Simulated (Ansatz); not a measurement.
# GeH4O3: a ladder of functionals and wavefunction methods

The task here is to estimate one member of a computed series from the others.

Method: functionals in def2-TZVPP, the program's frozen cores in correlated methods; program: Ansatz 0.2.0, Gaussian basis.

The runs, in order: LDA (SPW92), PBE-D4, revPBE-D4, BLYP-D4, r2SCAN-D4, B97M-V, PBE0-D4, B3LYP-D4, r2SCANh-D4, r2SCAN0-D4, HSE06-D4, BHLYP-D4, CAM-B3LYP-D4, LC-ωPBE, ωB97X-V, ωB97M-V, B2PLYP, PBE-QIDH; CCSD(T)/def2-SVP; CCSD(T)/def2-TZVPP; MP2/def2-QZVPP; extrapolation to the limit; RPA on PBE.

### The relaxed structure

An earlier PBE0-D4 in a triple-zeta def2 set relaxation fixed the geometry.

SMILES `[OH][GeH]([OH])[OH]`, 8 atoms, charge 0, spin multiplicity 1.

Atoms are counted from 1 here; the program's logs count them from 0.

Bond lengths: O1–Ge2 1.765 Å, O1–H5 0.961 Å, Ge2–O3 1.772 Å, Ge2–O4 1.761 Å, Ge2–H6 1.526 Å, O3–H7 0.960 Å, O4–H8 0.961 Å. Angles: Ge2–O1–H5 112.5°, O1–Ge2–O3 110.8°, O1–Ge2–O4 110.6°, O1–Ge2–H6 106.0°, O3–Ge2–O4 102.9°, O3–Ge2–H6 114.0°, O4–Ge2–H6 112.6°, Ge2–O3–H7 113.5°, Ge2–O4–H8 110.8°.

The first run:

in.yaml reads:

```yaml
crystal:
  periodic: [false, false, false]
  atoms:
    - {symbol: O, position_ang: [-0.509862, 1.381882, -0.857297]}
    - {symbol: Ge, position_ang: [-0.081839, 0.219711, 0.399559]}
    - {symbol: O, position_ang: [1.454656, -0.577745, 0.022706]}
    - {symbol: O, position_ang: [-1.224368, -1.120062, 0.418266]}
    - {symbol: H, position_ang: [-0.822866, 0.956915, -1.660143]}
    - {symbol: H, position_ang: [-0.071819, 1.000914, 1.710793]}
    - {symbol: H, position_ang: [2.134380, 0.026960, -0.283413]}
    - {symbol: H, position_ang: [-0.785981, -1.945574, 0.193728]}
basis:
  gaussian: {orbitals: def2-TZVPP}
hamiltonian: {xc: lda}
output: {orbitals: {seedname: orbitals}}
```

Among the steps run: LDA; PBE-D4 (GGA); revPBE-D4 (GGA); BLYP-D4 (GGA); r2SCAN-D4 (meta-GGA); B97M-V (meta-GGA); PBE0-D4 (hybrid); B3LYP-D4 (hybrid); r2SCANh-D4 (hybrid); r2SCAN0-D4 (hybrid); HSE06-D4 (hybrid); BHLYP-D4 (hybrid); CAM-B3LYP-D4 (range-separated); LC-ωPBE-D4 (range-separated; the results give it without D4); ωB97X-V (range-separated); ωB97M-V (range-separated); B2PLYP (double hybrid); PBE-QIDH (double hybrid).

One table of the session follows, with a row left open; its other results are not shown here.

It belongs to the step «Orbital energies across the functionals». 

| functional | HOMO (eV) | gap (eV) |
| --- | --- | --- |
| LDA (SPW92) | -7.39 | 6.47 |
| PBE-D4 | -7.19 | 6.47 |
| revPBE-D4 | -7.11 | 6.49 |
| BLYP-D4 | ? | ? |
| r2SCAN-D4 | -7.59 | 7.41 |
| B97M-V | -7.69 | 7.21 |
| PBE0-D4 | -8.92 | 9.15 |
| B3LYP-D4 | -8.65 | 8.48 |
| r2SCANh-D4 | -8.24 | 8.38 |
| r2SCAN0-D4 | -9.21 | 9.80 |
| HSE06-D4 | -8.51 | 8.37 |
| BHLYP-D4 | -10.56 | 11.52 |
| CAM-B3LYP-D4 | -10.42 | 11.47 |
| LC-ωPBE | -11.78 | 14.22 |
| ωB97X-V | -11.43 | 13.67 |
| ωB97M-V | -11.35 | 13.19 |

Estimate the missing values for BLYP-D4.

Worked estimate for «HOMO (eV)». Against the share of exact exchange, B3LYP-D4 (0.2, -8.65), BHLYP-D4 (0.5, -10.56) give a slope of -6.37 per unit share; at 0 the line stands at -7.38.

As computed: HOMO (eV): -7.10; gap (eV): 6.33. In «HOMO (eV)» the line misses by -0.28.
